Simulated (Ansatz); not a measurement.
# GeSe: a ladder of functionals and wavefunction methods

One table from this session's results is given with a row withheld; the runs are named, their logs left out.

Method: functionals in def2-TZVPP, the program's frozen cores in correlated methods; program: Ansatz 0.2.0, Gaussian basis.

Levels to be run: LDA (SPW92), PBE-D4, revPBE-D4, BLYP-D4, r2SCAN-D4, B97M-V, PBE0-D4, B3LYP-D4, r2SCANh-D4, r2SCAN0-D4, HSE06-D4, BHLYP-D4, CAM-B3LYP-D4, LC-ωPBE, ωB97X-V, ωB97M-V, B2PLYP, PBE-QIDH; CCSD(T)/def2-SVP; CCSD(T)/def2-TZVPP; CCSD(T)/def2-QZVPP; extrapolation to the limit; RPA on PBE.

## The geometry

All runs share one geometry, relaxed beforehand with PBE0-D4 in a triple-zeta def2 set.

2 atoms, charge 0, spin multiplicity 1.

Atoms are counted from 1 here; the program's logs count them from 0.

Bond lengths: Ge1–Se2 2.140 Å.

The first run:

in.yaml reads:

```yaml
crystal:
  periodic: [false, false, false]
  atoms:
    - {symbol: Ge, position_ang: [0.000000, -0.000000, -0.002836]}
    - {symbol: Se, position_ang: [-0.000000, 0.000000, 2.137465]}
basis:
  gaussian: {orbitals: def2-TZVPP}
hamiltonian: {xc: lda}
output: {orbitals: {seedname: orbitals}}
```

Run with:

```
$ ansatz run in.yaml --threads 4 --pin off --events-out ev --progress --plain --max-ram 10444MiB
```

Among the steps run: LDA; PBE-D4 (GGA); revPBE-D4 (GGA); BLYP-D4 (GGA); r2SCAN-D4 (meta-GGA); B97M-V (meta-GGA); B3LYP-D4 (hybrid); r2SCANh-D4 (hybrid); r2SCAN0-D4 (hybrid); HSE06-D4 (hybrid); BHLYP-D4 (hybrid); CAM-B3LYP-D4 (range-separated); LC-ωPBE (range-separated); ωB97X-V (range-separated); ωB97M-V (range-separated); B2PLYP (double hybrid); PBE-QIDH (double hybrid).

One of the session's tables, all rows but one given; the rest of the session is left out.

It belongs to the step «Frontier levels by functional». 

| functional | HOMO (eV) | LUMO (eV) | gap (eV) |
| --- | --- | --- | --- |
| LDA (SPW92) | -6.78 | -3.35 | 3.43 |
| PBE-D4 | -6.60 | -3.14 | 3.46 |
| revPBE-D4 | -6.54 | -3.07 | 3.47 |
| BLYP-D4 | -6.39 | -3.01 | 3.38 |
| r2SCAN-D4 | -6.91 | -3.13 | 3.78 |
| B97M-V | -6.73 | -2.96 | 3.77 |
| PBE0-D4 | -7.59 | -2.45 | 5.14 |
| B3LYP-D4 | -7.34 | -2.62 | 4.72 |
| r2SCANh-D4 | ? | ? | ? |
| r2SCAN0-D4 | -7.79 | -2.45 | 5.34 |
| HSE06-D4 | -7.20 | -2.82 | 4.38 |
| BHLYP-D4 | -8.36 | -1.63 | 6.73 |
| CAM-B3LYP-D4 | -8.72 | -1.44 | 7.28 |
| LC-ωPBE | -10.01 | -0.45 | 9.56 |
| ωB97X-V | -9.69 | -0.48 | 9.21 |
| ωB97M-V | -9.56 | -0.54 | 9.01 |

Q: Estimate the row for r2SCANh-D4 from the others.

Worked estimate for «HOMO (eV)». Against the share of exact exchange, r2SCAN-D4 (0, -6.91), r2SCAN0-D4 (0.25, -7.79) give a slope of -3.52 per unit share; at 0.1 the line stands at -7.26.

**Answer.** HOMO (eV): -7.26; LUMO (eV): -2.86; gap (eV): 4.40. In «HOMO (eV)» the line misses by 0.00.
